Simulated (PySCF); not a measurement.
# RuOF₂: structure of the singlet

Where does singlet RuOF₂ go from a trigonal pyramidal start, is the end point a minimum, and what are its modes, charges and moments?

Program: PySCF 2.14.0. Level of theory: PBE0, basis Ru def2-TZVP with ECP28, O def2-TZVP, F def2-TZVP, scalar-relativistic core potentials, no spin–orbit coupling, density fitting. These are calculated values, not measurements.

## 1. Starting geometry

4 atoms, charge 0, spin multiplicity 1.

Bond lengths: Ru1–O2 1.710 Å, Ru1–F3 1.890 Å, Ru1–F4 1.890 Å. Angles: O2–Ru1–F3 99.8°, O2–Ru1–F4 99.8°, F3–Ru1–F4 99.8°.

```xyz
4
charge 0 multiplicity 1
Ru    0.0000   -0.3025    0.0000
O     1.6189    0.2481    0.0000
F    -0.6815    0.7069   -1.4452
F    -0.6815    0.7069    1.4452
```

## 2. First SCF at the start

One driver script runs all steps and calls PySCF; scf.py shows how it sets up the SCF of each step. The optimiser is the driver's own. After this first run the driver tries any further starts and a stability analysis.

scf.py reads:

```python
from pyscf import gto, scf, dft
mol = gto.M(atom='''
Ru    -0.000000    -0.302540     0.000000
O      1.618950     0.248070    -0.000010
F     -0.681500     0.706950    -1.445220
F     -0.681510     0.706940     1.445210''',
    basis={'Ru': 'def2-TZVP', 'O': 'def2-TZVP', 'F': 'def2-TZVP'},
    ecp={'Ru': 'def2-TZVP'},
    charge=0, spin=0)
mf = dft.RKS(mol, xc='PBE0')
mf.grids.atom_grid = (50, 194)
aux = {'Ru': 'def2-universal-JKFIT', 'O': 'def2-universal-JKFIT', 'F': 'def2-universal-JKFIT'}
mf = mf.density_fit(auxbasis=aux)
mf.conv_tol = 1e-08
mf.diis_space = 10
mf.max_cycle = 60
mf.init_guess = 'minao'
mf.verbose = 4
mf.kernel()
```

Launch:

```
$ OMP_NUM_THREADS=4 python axn.py task.json out
```

Standard output, cut to the lines that bear on the results:

```text
[... the frontier levels of the middle cycles are left out ...]
init E= -361.647951495591
  HOMO = -0.58396336317166  LUMO = -0.572096871216854  gap/eV = 0.32290
cycle= 1 E= -369.389969844954  delta_E= -7.74  |g|= 0.979  |ddm|= 4.22
  HOMO = -0.145725688248871  LUMO = -0.116109912342143  gap/eV = 0.80589
cycle= 2 E= -368.821567210796  delta_E= 0.568  |g|= 2.04  |ddm|= 1.74
  HOMO = -0.227156556082786  LUMO = -0.152069013393596  gap/eV = 2.04324
cycle= 3 E= -369.475657065522  delta_E= -0.654  |g|= 0.694  |ddm|= 1.32
cycle= 4 E= -369.538100224658  delta_E= -0.0624  |g|= 0.426  |ddm|= 0.479
cycle= 5 E= -369.565338672313  delta_E= -0.0272  |g|= 0.187  |ddm|= 0.248
cycle= 6 E= -369.571480792298  delta_E= -0.00614  |g|= 0.0187  |ddm|= 0.0948
cycle= 7 E= -369.571610607608  delta_E= -0.00013  |g|= 0.00777  |ddm|= 0.0262
cycle= 8 E= -369.5716612335  delta_E= -5.06e-05  |g|= 0.00332  |ddm|= 0.0217
cycle= 9 E= -369.571674775113  delta_E= -1.35e-05  |g|= 0.000912  |ddm|= 0.0151
cycle= 10 E= -369.571675969918  delta_E= -1.19e-06  |g|= 0.000563  |ddm|= 0.0041
cycle= 11 E= -369.571676261863  delta_E= -2.92e-07  |g|= 0.000274  |ddm|= 0.00144
cycle= 12 E= -369.571676452512  delta_E= -1.91e-07  |g|= 0.000149  |ddm|= 0.0019
cycle= 13 E= -369.571676480765  delta_E= -2.83e-08  |g|= 0.000125  |ddm|= 0.000585
cycle= 14 E= -369.571676494282  delta_E= -1.35e-08  |g|= 4.77e-05  |ddm|= 0.000444
cycle= 15 E= -369.571676497048  delta_E= -2.77e-09  |g|= 5.11e-05  |ddm|= 0.000314
  HOMO = -0.278729534903462  LUMO = -0.195209327741861  gap/eV = 2.27270
Extra cycle  E= -369.571676489165  delta_E= 7.88e-09  |g|= 0.000214  |ddm|= 0.000116
converged SCF energy = -369.571676489165
```

This step, with its further starts and checks, took 8.6 s on 4 threads of Arm Neoverse V2, shared host.

Energies from each starting density:

| start | energy (Eh) |
| --- | --- |
| the minimal-basis guess | -369.571676 |
| a thermally smeared density | -369.571676 |
| a smeared PBE density | -369.571676 |

The test of internal stability and the other starts found no lower closed-shell solution.

## 3. Relaxation: trigonal pyramidal start, singlet

The program finds Cs symmetry in the start, which this walk keeps.

scf.py: that of step 2 with these lines changed.

```diff
@@ -3,4 +3,4 @@
-Ru    -0.000000    -0.302540     0.000000
-O      1.618950     0.248070    -0.000010
-F     -0.681500     0.706950    -1.445220
-F     -0.681510     0.706940     1.445210''',
+Ru     0.000000    -0.302536    -0.000000
+O      1.618950     0.248074     0.000002
+F     -0.681503     0.706951    -1.445214
+F     -0.681506     0.706947     1.445216''',
@@ -17 +16,0 @@
-mf.init_guess = 'minao'
```

Steps of the walk:

| step | energy (Eh) | change (kJ/mol) | largest symmetric gradient (Eh/bohr) |
| --- | --- | --- | --- |
| 0 | -369.571676 | 0.00 | 0.08998 |
| 1 | -369.608471 | -96.60 | 0.05598 |
| 2 | -369.638408 | -175.20 | 0.03661 |
| 3 | -369.646682 | -196.93 | 0.04864 |
| 4 | -369.649049 | -203.14 | 0.01173 |
| 5 | -369.649548 | -204.45 | 0.00705 |
| 6 | -369.649610 | -204.61 | 0.00410 |
| 7 | -369.649624 | -204.65 | 0.00057 |
| 8 | -369.649625 | -204.65 | 0.00011 |

The walk took 17 s.

Geometry (Å) and forces (eV/Å) at some steps:

```
step 0
Ru   0.000  -0.303   0.000   3.258   4.627   0.000
O    1.619   0.248   0.000  -2.514  -2.289   0.000
F   -0.681   0.707  -1.445  -0.372  -1.169   0.690
F   -0.682   0.707   1.445  -0.372  -1.169  -0.690
step 1
Ru   0.068  -0.136   0.000   2.142   2.879   0.000
O    1.673   0.158   0.000  -0.867  -1.496   0.000
F   -0.742   0.669  -1.462  -0.637  -0.691   0.173
F   -0.742   0.669   1.462  -0.637  -0.691  -0.173
step 4
Ru   0.248   0.250   0.000  -0.603   0.444   0.000
O    1.799  -0.059   0.000   0.108  -0.144   0.000
F   -0.896   0.584  -1.415   0.247  -0.150   0.346
F   -0.896   0.584   1.415   0.247  -0.150  -0.346
step 8
Ru   0.253   0.293   0.000   0.005   0.002   0.000
O    1.794  -0.077   0.000  -0.006  -0.002   0.000
F   -0.895   0.572  -1.401   0.000   0.000  -0.002
F   -0.895   0.572   1.401   0.001   0.000   0.001
```

End point (C2v, 8 steps, 204.7 kJ/mol gained): Ru–F 1.833 Å (×2), Ru–O 1.585 Å; F–Ru–F 99.7°, F–Ru–O 130.1° (×2).

## 4. Vibrations and properties at this point

On the finer grid the gradient is checked again; gradients at displacements of ±0.02 bohr then give force constants and infrared intensities.

scf.py: that of step 3 with these lines changed.

```diff
@@ -3,4 +3,4 @@
-Ru     0.000000    -0.302536    -0.000000
-O      1.618950     0.248074     0.000002
-F     -0.681503     0.706951    -1.445214
-F     -0.681506     0.706947     1.445216''',
+Ru     0.124677    -0.030069     0.000000
+O      1.665543    -0.401687     0.000001
+F     -1.029396     0.248267    -1.396351
+F     -1.029398     0.248263     1.396350''',
@@ -11 +11 @@
-mf.grids.atom_grid = (50, 194)
+mf.grids.atom_grid = (75, 302)
@@ -14 +14 @@
-mf.conv_tol = 1e-08
+mf.conv_tol = 1e-10
```

This SCF starts from the last density.

SCF at the final geometry:

```text
init E= -369.649721030904
  HOMO = -0.301216396901092  LUMO = -0.167611688756075  gap/eV = 3.63557
cycle= 1 E= -369.649721030653  delta_E= 2.51e-10  |g|= 4.23e-05  |ddm|= 2.95e-05
  HOMO = -0.301210937076602  LUMO = -0.167605072032977  gap/eV = 3.63560
cycle= 2 E= -369.649721029119  delta_E= 1.53e-09  |g|= 0.000104  |ddm|= 7.16e-05
  HOMO = -0.301214273501603  LUMO = -0.167609545295324  gap/eV = 3.63557
cycle= 3 E= -369.649721030933  delta_E= -1.81e-09  |g|= 1.1e-05  |ddm|= 5.17e-05
  HOMO = -0.301214692126172  LUMO = -0.167609708971568  gap/eV = 3.63558
cycle= 4 E= -369.649721030953  delta_E= -2.03e-11  |g|= 1.29e-07  |ddm|= 4.33e-06
  HOMO = -0.301214710459909  LUMO = -0.167609712920175  gap/eV = 3.63558
Extra cycle  E= -369.649721030954  delta_E= -1.02e-12  |g|= 3.79e-07  |ddm|= 3.29e-07
converged SCF energy = -369.649721030954
```

The whole step took 39 s.

Geometry: C2v; Ru–F 1.833 Å (×2), Ru–O 1.585 Å; F–Ru–F 99.3°, F–Ru–O 130.4° (×2).

Modes, for the most abundant isotopes:

| symmetry | ω (cm⁻¹) | IR (km/mol) | type |
| --- | --- | --- | --- |
| a1 | 178 | 8.0 | bend |
| b1 | 197 | 10.1 | bend |
| b2 | 205 | 24.4 | bend |
| b2 | 640 | 148 | stretch |
| a1 | 680 | 102 | stretch |
| a1 | 1158 | 189 | stretch |

Every mode is real; the point is a minimum.

Constants and moments:

| Property | Result |
| --- | --- |
| Dipole moment | 1.99 D |
| Highest occupied level | -8.20 eV |
| Lowest empty level | -4.56 eV |
| Rotational constants | 0.2275, 0.1848, 0.102 cm⁻¹ |
| Zero-point energy | 18.3 kJ/mol |
| Principal polarisabilities | 27.1, 32.0, 43.3 bohr³ |
| Atomisation energy without zero-point energy | 1272 kJ/mol |
| Principal traceless quadrupole moments about the centre of mass | -2.26, -1.63, 3.89 D Å |
| Entropy at 298.15 K and 1 bar | 303.3 J/(mol K) |
| Heat capacity Cp at 298.15 K | 65.0 J/(mol K) |
| Enthalpy at 298.15 K above 0 K | 15.15 kJ/mol |
| Rotational symmetry number | 2 |

Populations by atom (charges in e):

| atom | Mulliken | Löwdin | polar tensor | Mayer order to Ru1 |
| --- | --- | --- | --- | --- |
| Ru1 | 1.37 | 0.68 | 1.97 | – |
| O2 | -0.43 | -0.14 | -0.65 | 2.07 |
| F3,4 | -0.47 | -0.27 | -0.66 | 0.75 |

Outer orbital energies (eV). occupied: -13.63, -12.76, -12.23, -12.22, -12.17, -11.84, -8.28, -8.20; empty: -4.56, -3.70, -2.77, 0.34.

Mulliken populations on Ru1 (outside its core potential): s 2.34, p 6.13, d 6.12, f 0.04.

## 5. Would spin polarisation lower it?

At the lowest minimum the closed shell is tested against spin polarisation, on the (50, 194) grid. It is stable.

## 6. What came out

```
                                 quantity                                                              value
                                  minimum                                                       singlet, C2v
                                 geometry  Ru–F 1.833 Å (×2), Ru–O 1.585 Å; F–Ru–F 99.3°, F–Ru–O 130.4° (×2)
                       wavenumbers (cm⁻¹)        178 (a1), 197 (b1), 205 (b2), 640 (b2), 680 (a1), 1158 (a1)
                            dipole moment                                                             1.99 D
     highest occupied, lowest empty level                                                    -8.20, -4.56 eV
               polar-tensor charge of Ru1                                                            +1.97 e
                        zero-point energy                                                        18.3 kJ/mol
                      entropy at 298.15 K                                                    303.3 J/(mol K)
atomisation energy (no zero-point energy)                                                        1272 kJ/mol
```

What this shows: The trigonal pyramidal start (Cs) ends in a minimum of C2v symmetry. In the infrared the band at 1158 cm⁻¹ (a1, stretch) leads. Only this shape and spin were tried, so other structures or states may lie lower.

The search up to here took 68 s on 4 threads of Arm Neoverse V2, shared host.
